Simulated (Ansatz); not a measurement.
# HfN: the cost of one run

All numbers are computed with the Python package of Ansatz 0.2.0. Level of theory: DFT PBEsol, plane waves, PAW.

**1. The structure**

The structure is hexagonal, space group P6_3/mmc (No. 194). Conventional cell: a = 3.134 Å, b = 3.134 Å, c = 5.417 Å, α = 90.00°, β = 90.00°, γ = 120.00°. Hf (site symmetry -6m2) is surrounded by 6 N at 2.26 Å. Around N (site symmetry -3m) lie 6 Hf at 2.26 Å.

The script holds or builds the structure itself.

**2. The code**

run_bands.py reads:

```python
'''Bands of HfN along a path through the zone.'''

import warnings

import ansatz as az
import numpy as np

config = {
    'functional': 'PBEsol',
    'mesh': (8, 8, 4),
    'occupations': 'fermi_dirac',
    'n_empty': 8,
}


def main() -> None:
    warnings.simplefilter('ignore', az.DeckWarning)

    lattice = az.Lattice.of(
        (3.13390802, 0.0, 0.0),
        (-1.56695401, 2.71404396, 0.0),
        (0.0, 0.0, 5.41676772),
    )
    sites = [
        ('Hf', (2 / 3, 1 / 3, 0.75)),
        ('Hf', (1 / 3, 2 / 3, 0.25)),
        ('N', (0.0, 0.0, 0.0)),
        ('N', (0.0, 0.0, 0.5)),
    ]
    cell = az.Crystal(lattice=lattice)
    for symbol, position in sites:
        cell = cell.atom(symbol, position)

    # vertices of the path, as fractions of the reciprocal vectors
    path = [
        ('G', (0.0, 0.0, 0.0)),
        ('M', (0.5, 0.0, 0.0)),
        ('K', (0.33333, 0.33333, 0.0)),
        ('G', (0.0, 0.0, 0.0)),
        ('A', (0.0, 0.0, 0.5)),
    ]
    base = (
        cell.calculation()
        .functional(config['functional'])
        .basis(21 * az.Ha)
        .kpoints(mesh=config['mesh'], center='gamma')
        .occupations(config['occupations'], width=100 * az.meV)
        .band_structure([point for _, point in path], intervals=6)
        .scf(extra_bands=config['n_empty'])
        .density_of_states(energy_step=0.1, projected=True)
    )
    out = base.run(threads=1, pin='off')
    summary = out.report

    energy = summary['free_energy_ev']
    print('F of the HfN cell: {:.6f} eV = {:.6f} Ry = {:.6f} Ha'.format(energy, energy / 13.605693, energy / 27.211386))
    print('Fermi level {:.4f} eV, {} k-points, {} symmetry operations'.format(summary['fermi_energy_ev'], summary['n_kpoints'], summary['n_symmetry_ops']))

    dos = out.density_of_states()
    energy = np.asarray(dos.energies_ev) - dos.fermi_ev
    projected = out.projected_density_of_states()
    # electrons in each projected shell, from the curves below the Fermi level
    step = energy[1] - energy[0]
    for index, site in enumerate(projected.sites):
        for shell in site.shells:
            curve = sum(np.sum(part.g_bin_mean_per_ev, axis=0) for part in shell.curves)
            print(f'site {index} {site.species:2s} {shell.label:3s} filled {curve[energy <= 0].sum() * step:7.3f}  at E_F {np.interp(0, energy, curve):7.3f} /eV')

    bands = out.band_structure()
    fermi = bands.fermi_energy_ev
    print(f'zero of the bands: {fermi:.3f} eV, the Fermi level found on the SCF mesh')
    for spin, channel in enumerate(bands.channels):
        print('channel', spin, '- computed levels within 8 eV of the Fermi level')
        for i, (label, _) in enumerate(path):
            levels = channel.eigenvalues_ev[i * 6] - fermi
            print(f'  {label:3s}', ' '.join(f'{e:7.3f}' for e in levels if abs(e) < 8))


if __name__ == '__main__':
    main()
```

**3. The input behind the calls**

The engine receives this input:

```yaml
crystal:
  lattice:
    - [3.13390802, 0.0, 0.0]
    - [-1.56695401, 2.71404396, 0.0]
    - [0.0, 0.0, 5.41676772]
  atoms:
    - { symbol: Hf, position: [0.6666666666666666, 0.3333333333333333, 0.75] }
    - { symbol: Hf, position: [0.3333333333333333, 0.6666666666666666, 0.25] }
    - { symbol: "N", position: [0.0, 0.0, 0.0] }
    - { symbol: "N", position: [0.0, 0.0, 0.5] }
basis:
  ecutwfc: 571.4391111657479
kpoints:
  mp_grid:
    grid: [8, 8, 4]
    shift: [0.0, 0.0, 0.0]
  band_path:
    path:
      - [0.0, 0.0, 0.0]
      - [0.5, 0.0, 0.0]
      - [0.33333, 0.33333, 0.0]
      - [0.0, 0.0, 0.0]
      - [0.0, 0.0, 0.5]
    npoints: 6
hamiltonian:
  xc: pbesol
scf:
  n_extra_bands: 8
  occupations:
    method: fermi_dirac
    width: 0.1
output:
  dos:
    de: 0.1
    projected: true
```

**4. Running it**

Command:

```console
$ python run_bands.py
```

Q: Estimate wall time and peak memory on 1 thread of Arm Neoverse V1, shared host.

About 7.9 s, with a peak of 0.43 GiB.
